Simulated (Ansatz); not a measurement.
# Te2Pb3Se: the cost of one run

Program: Ansatz 0.2.0. Level of theory: DFT PBE, scalar-relativistic, plane waves, PAW, unless a step names another level. These are calculated values, not measurements.

1 further run of the same task is left out (it didn't finish).

## 1. The starting structure

It takes space group P-3m1 (No. 164, trigonal). Conventional cell: a = 4.560 Å, b = 4.560 Å, c = 11.172 Å, α = 90.00°, β = 90.00°, γ = 120.00°. Around Te (site symmetry 3m) lie 6 Pb at 3.27 Å. Pb (site symmetry 3m) has 3 Se at 3.14 Å and 3 Te at 3.27 Å as nearest neighbours. Around Pb (site symmetry -3m) lie 6 Te at 3.27 Å. Se (site symmetry -3m) is surrounded by 6 Pb at 3.14 Å.

Coordinates:

```cif
data_structure
_symmetry_space_group_name_H-M 'P 1'
_symmetry_Int_Tables_number 1
_cell_length_a 4.5603
_cell_length_b 4.5603
_cell_length_c 11.1721
_cell_angle_alpha 90.000
_cell_angle_beta 90.000
_cell_angle_gamma 120.000
_cell_volume 201.21
loop_
_atom_site_label
_atom_site_type_symbol
_atom_site_fract_x
_atom_site_fract_y
_atom_site_fract_z
_atom_site_occupancy
Te1 Te 0.33333 0.66667 0.67338 1
Te2 Te 0.66667 0.33333 0.32662 1
Pb1 Pb 0.66667 0.33333 0.84733 1
Pb2 Pb 0.00000 0.00000 0.50000 1
Pb3 Pb 0.33333 0.66667 0.15267 1
Se1 Se 0.00000 0.00000 0.00000 1
```

It is the end of an earlier relaxation with the same method, from a generated guess; it is a trial structure. At a tolerance of 0.02 Å it has space group P-3m1 (No. 164); it has 33.53 Å³/atom, an uncorrected energy of -0.45 eV/atom over the elements and, on its mesh, gap 0.69 eV.

## 2. Strained cells: the elastic tensor

input.yaml reads:

```yaml
crystal:
  lattice:
    - [4.5603512486, 0.0, 0.0]
    - [-2.2801756243, 3.9493800315, 0.0]
    - [0.0, 0.0, 11.1729112535]
  atoms:
    - { symbol: Te, position: [0.3333333333, 0.6666666667, 0.6733489569] }
    - { symbol: Te, position: [0.6666666667, 0.3333333333, 0.3266510431] }
    - { symbol: Pb, position: [0.6666666667, 0.3333333333, 0.847277376] }
    - { symbol: Pb, position: [0.0, 0.0, 0.5] }
    - { symbol: Pb, position: [0.3333333333, 0.6666666667, 0.152722624] }
    - { symbol: Se, position: [0.0, 0.0, 0.0] }
basis:
  ecutwfc: 420
kpoints:
  mp_grid: { grid: [6, 6, 4] }
hamiltonian:
  xc: pbe
scf:
  occupations: { method: fixed }
output:
  forces: true
  stress: true
  eigenvalues: true
elastic:
  mode: relaxed_ion
  stencil: two_point
```

The run is started by

```console
> ansatz run input.yaml --threads 1 --pin off --max-ram 2560MiB --backend cpu --events-out ev --progress --plain --runs-dir out
```

What time and memory should one allow on 1 thread of AMD EPYC 9R45 (Zen 5), shared host?

About 4.5 min, with a peak of 0.8 GiB.
